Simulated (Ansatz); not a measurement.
# YHf: the cost of one run

Method: DFT PBE, scalar-relativistic, plane waves, PAW, in Ansatz 0.2.0.

## (1) The starting structure

It takes space group Fd-3m (No. 227, cubic). Conventional cell: a = 6.999 Å, b = 6.999 Å, c = 6.999 Å, α = 90.00°, β = 90.00°, γ = 90.00°. Y (site symmetry -43m) has 4 Y at 3.03 Å and 4 Hf at 3.03 Å as nearest neighbours. Around Hf (site symmetry -43m) lie 4 Y at 3.03 Å and 4 Hf at 3.03 Å.

As a file:

```cif
data_structure
_symmetry_space_group_name_H-M 'P 1'
_symmetry_Int_Tables_number 1
_cell_length_a 4.9491
_cell_length_b 4.9491
_cell_length_c 4.9491
_cell_angle_alpha 60.000
_cell_angle_beta 60.000
_cell_angle_gamma 60.000
_cell_volume 85.72
loop_
_atom_site_label
_atom_site_type_symbol
_atom_site_fract_x
_atom_site_fract_y
_atom_site_fract_z
_atom_site_occupancy
Y1 Y 0.00000 0.00000 0.00000 1
Y2 Y 0.25000 0.25000 0.25000 1
Hf1 Hf 0.50000 0.50000 0.50000 1
Hf2 Hf 0.75000 0.75000 0.75000 1
```

Recipe of the guess: species swapped into a database cell of NaTl (Fd-3m, No. 227), with Hf on the Na sites and Y on the Tl sites. The dimensions are guesses.

## (2) A first look at the guess

Input file input.yaml:

```yaml
crystal:
  lattice:
    - [0.0, 3.49955092, 3.49955092]
    - [3.49955092, 0.0, 3.49955092]
    - [3.49955092, 3.49955092, 0.0]
  atoms:
    - { symbol: "Y", position: [0.0, 0.0, 0.0] }
    - { symbol: "Y", position: [0.25, 0.25, 0.25] }
    - { symbol: Hf, position: [0.5, 0.5, 0.5] }
    - { symbol: Hf, position: [0.75, 0.75, 0.75] }
basis:
  ecutwfc: 420
kpoints:
  mp_grid: { grid: [4, 4, 4] }
hamiltonian:
  xc: pbe
scf:
  occupations: { method: gaussian, width: 0.1 }
  lower_state_search: "off"
output:
  forces: true
  stress: true
  eigenvalues: true
```

Run with:

```console
ansatz run input.yaml --threads 1 --pin off --max-ram 2048MiB --backend cpu --events-out ev --progress --plain --runs-dir out
```

Q: Estimate wall time and peak memory on 1 thread of Arm Neoverse V2, shared host.

About 2 s, with a peak of 0.35 GiB.
